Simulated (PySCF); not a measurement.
**InN⁻: changing the method**

What do other methods print for InN⁻?

Method: each script names its method and basis; program: PySCF 2.14.0.

5 further runs of the same task are left out: 5 that didn't finish.

### Step 1. The system as given

InN⁻: 2 atoms, charge -1, spin multiplicity 2.

Bond lengths: In1–N2 1.931 Å.

### Step 2. Base script

input.py

```python
from pyscf import gto, scf, mp

mol = gto.M(
    atom='In 0 0 0; N 0 0 1.931',
    basis='def2-svpd',
    ecp={'In': 'def2-svpd'},
    charge=-1,
    spin=1,
    verbose=4,
)
mf = scf.UHF(mol)
mf = mf.newton()
mf.kernel()
mp.MP2(mf, frozen=5).kernel()
mf.dip_moment()
print('orbital energies (hartree):', [e[max(0, n-3):n+3].round(4) for e, n in zip(mf.mo_energy, mol.nelec)])
```

Command:

```bash
$ python input.py
```

### Step 3. Bp86 (UKS)

Edit 1 changes functional: none (Hartree–Fock) → bp86; SCF type: UHF → UKS; step after the SCF: mp2 → analyze.

Edit input.py of step 2 so:

```diff
@@ -1,2 +1,2 @@
-from pyscf import gto, scf, mp
+from pyscf import gto, dft
 
@@ -10,6 +10,6 @@
 )
-mf = scf.UHF(mol)
+mf = dft.UKS(mol, xc='bp86')
 mf = mf.newton()
 mf.kernel()
-mp.MP2(mf, frozen=5).kernel()
+mf.mulliken_pop()
 mf.dip_moment()
```

### Step 4. Frequency run

Edit 2 changes step after the SCF: mp2 → frequency.

Edit input.py of step 2 so:

```diff
@@ -1,2 +1,3 @@
-from pyscf import gto, scf, mp
+from pyscf import gto, scf
+from pyscf.hessian import thermo
 
@@ -13,3 +14,4 @@
 mf.kernel()
-mp.MP2(mf, frozen=5).kernel()
+hess = mf.Hessian().kernel()
+print('wavenumber (cm^-1) =', thermo.harmonic_analysis(mol, hess)['freq_wavenumber'].round(1))
 mf.dip_moment()
```

### Step 5. Geometry optimisation

Edit 3 changes step after the SCF: mp2 → optimize.

input.py

```python
from pyscf import gto, scf
from pyscf.geomopt.geometric_solver import optimize

mol = gto.M(
    atom='In 0 0 0; N 0 0 1.931',
    basis='def2-svpd',
    ecp={'In': 'def2-svpd'},
    charge=-1,
    spin=1,
    verbose=4,
)
mf = scf.UHF(mol)
mf = mf.newton()
mf.kernel()
mol_eq = optimize(mf, maxsteps=30)
print('optimised geometry (angstrom)')
print(mol_eq.tostring('raw'))
print('orbital energies (hartree):', [e[max(0, n-3):n+3].round(4) for e, n in zip(mf.mo_energy, mol.nelec)])
```

### Step 6. Hcth407 (UKS)

Edit 4 changes functional: none (Hartree–Fock) → hcth407; SCF type: UHF → UKS; step after the SCF: mp2 → analyze.

Edit input.py of step 2 so:

```diff
@@ -1,2 +1,2 @@
-from pyscf import gto, scf, mp
+from pyscf import gto, dft
 
@@ -10,6 +10,6 @@
 )
-mf = scf.UHF(mol)
+mf = dft.UKS(mol, xc='hcth407')
 mf = mf.newton()
 mf.kernel()
-mp.MP2(mf, frozen=5).kernel()
+mf.mulliken_pop()
 mf.dip_moment()
```

**Question.** What will these runs give? Wanted: for each run, E(SCF); from base; gap, α spin; after the SCF.

**Answer**, as computed:

| run | E(SCF) (hartree) | from base (eV) | cycles | gap, α spin (eV) | after the SCF |
| --- | --- | --- | --- | --- | --- |
| base | -243.525234 | 0 | 4 macro | 8.75 | MP2 correlation -5.524 eV, core frozen |
| bp86 (UKS) | -244.890967 | not comparable | 4 macro | 2.73 | n/a |
| frequency run | -243.525234 | 0.0000 | 4 macro | 8.75 | highest mode 669 cm⁻¹ |
| geometry optimisation | -243.525234 | 0.0000 | 4 macro | 8.75 | bond 2.348 Å, -0.442 eV |
| hcth407 (UKS) | -245.310472 | not comparable | 4 macro | 2.42 | n/a |

SCF columns refer to the geometry typed in the script.

What this shows: A lower total energy from another functional means nothing by itself. The dearest run is “geometry optimisation”, at 9.8 s against 1.2 s.
